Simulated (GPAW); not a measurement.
Crystal: HfGe.

```
Hf Ge
1.0
     3.50084    0.00000    0.00000
     0.00000    3.50084    0.00000
     0.00000    0.00000    3.50084
Hf Ge
1 1
Direct
  0.00000 0.00000 0.00000
  0.50000 0.50000 0.50000
```

The cell was built by a generator and needn't be a form met in nature.

Base run:

| Quantity | Value |
| --- | --- |
| Program | GPAW 26.7.0 |
| Functional | PBEsol |
| Potentials or basis | PAW data sets generated in the run's folder for this functional |
| Cutoff | 600 eV |
| Basis | pw |
| k mesh | 8 × 8 × 8 |
| Occupations | fermi-dirac, width 0.05 eV |
| Spin | no spin polarisation |

Its results: band gap on the k mesh none (metal or under the smearing width); pressure -15.0 GPa.

Q: After a change of settings the same cell gave: band gap on the k mesh none (metal or under the smearing width); pressure -17.5 GPa. Which change was it?
A. functional from PBEsol to LDA; potentials or basis from PAW data sets generated in the run's folder for this functional to the program's PAW data sets (release 1.2.1) made for this functional
B. functional from PBEsol to SCAN; potentials or basis from PAW data sets generated in the run's folder for this functional to GPAW PAW data sets (gpaw-data 1.2.1)
C. functional from PBEsol to BLYP
D. functional from PBEsol to PBE; potentials or basis from PAW data sets generated in the run's folder for this functional to GPAW PAW data sets (gpaw-data 1.2.1)

A: A.
